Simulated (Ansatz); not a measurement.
**As₂H₂+ (doublet): from Hartree-Fock to the top rungs, cc-pVDZ**

Aim: climb from Hartree-Fock through coupled cluster and multireference methods for As₂H₂+ (doublet) at one geometry and basis, and see what each rung misses.

The runs use Ansatz 0.2.0, Gaussian basis; cc-pVDZ, core rule «outside noble gas», up to 28 orbitals frozen.

To be run: UHF; CCSD(T) on ROHF; CCSD(T) on UHF; BCCD(T) on ROHF; CISD as a restricted active space (open shells left free, so some higher excitations enter); CCSDT(Q) on ROHF; CCSDT(Q) on UHF; CASSCF and MRCISD+Q, 11 electrons in 10 orbitals; CASSCF and MRCISD+Q(relaxed), 11 electrons in 10 orbitals; CASSCF and NEVPT2, 11 electrons in 10 orbitals.

4 further runs of the same task are left out: 4 set aside as unsound or not needed. Runs told in other sessions of the task aren't counted.

## 1. The geometry

The geometry is a PBE0/def2-TZVP stationary point (not a proven minimum) of the parent state, kept for this charge and spin. No spin-orbit coupling is included. The filled d shell of As may be among the frozen orbitals whatever the setting's name suggests.

4 atoms, charge 1, spin multiplicity 2.

Atoms are counted from 1 here; the program's logs count them from 0.

Bond lengths: As1–As2 2.234 Å, As1–H3 1.530 Å, As2–H4 1.530 Å. Angles: As2–As1–H3 92.4°, As1–As2–H4 92.4°.

## 2. UHF

Input file in.yaml:

```yaml
crystal:
  periodic: [false, false, false]
  atoms:
    - {symbol: As, position_ang: [0.000000, -0.049963, 1.115759]}
    - {symbol: As, position_ang: [0.000000, 0.049963, -1.115759]}
    - {symbol: H, position_ang: [0.000000, 1.474239, 1.247852]}
    - {symbol: H, position_ang: [0.000000, -1.474239, -1.247852]}
basis:
  gaussian: {orbitals: cc-pVDZ}
total_charge: 1
magnetization: {spin_polarized: true, initial_magnetization: 1}
hamiltonian: {xc: hf}
output: {orbitals: {seedname: orbitals}}
```

Run with:

```sh
$ ansatz run in.yaml --threads 1 --pin off --events-out ev --progress --plain --max-ram 4096MiB --backend cpu
```

After this run come: CCSD(T) on ROHF; CCSD(T) on UHF; BCCD(T) on ROHF; CISD as a restricted active space (open shells left free, so some higher excitations enter); CCSDT(Q) on ROHF; CCSDT(Q) on UHF; CASSCF and MRCISD+Q, 11 electrons in 10 orbitals; CASSCF and MRCISD+Q(relaxed), 11 electrons in 10 orbitals; CASSCF and NEVPT2, 11 electrons in 10 orbitals.

Before running them: what should the planned runs give, taken together? Wanted: UCCSDT(Q) from the RHF energy; RMP2 from UCCSDT(Q); UMP2 from UCCSDT(Q); RCCSD from UCCSDT(Q); RCCSD(T) from UCCSDT(Q); UCCSD(T) from UCCSDT(Q); RCCSDT(Q) from UCCSDT(Q); NEVPT2 valence from UCCSDT(Q); MRCISD+Q valence from UCCSDT(Q).

**Answer**, as computed:

| quantity | value |
| --- | --- |
| UCCSDT(Q) from the ROHF energy | -6.2588 eV |
| RMP2 from UCCSDT(Q) | +114.0 kJ/mol |
| UMP2 from UCCSDT(Q) | +128.8 kJ/mol |
| RCCSD from UCCSDT(Q) | +39.8 kJ/mol |
| RCCSD(T) from UCCSDT(Q) | +7.0 kJ/mol |
| UCCSD(T) from UCCSDT(Q) | +6.8 kJ/mol |
| RCCSDT(Q) from UCCSDT(Q) | +0.3 kJ/mol |
| NEVPT2 valence from UCCSDT(Q) | +84.7 kJ/mol |
| MRCISD+Q valence from UCCSDT(Q) | +0.8 kJ/mol |
| MRCISD+Q(relaxed) valence from UCCSDT(Q) | -1.3 kJ/mol |
| levels within 1 kcal/mol (43 meV) | RCCSDT, UCCSDT, RCCSDT(Q), MRCISD+Q valence, MRCISD+Q(relaxed) valence |
| T1 diagnostic | 0.032 |
| effectively unpaired electrons | 1.19 |

What this shows: RCCSD(T) lands +7.0 kJ/mol from the yardstick (1.2 % of the correlation energy). One determinant dominates. Of the multireference levels listed MRCISD+Q valence comes nearest in total energy (+0.8 kJ/mol), which doesn't show that its space is the better one. Coupled cluster took another determinant than the lowest Hartree-Fock one. These misses are within one basis, not against nature; the frozen cores of restricted and unrestricted runs differ, which can shift their rows.

With open shells the CI space here admits some higher excitations, so it is larger than plain CISD.
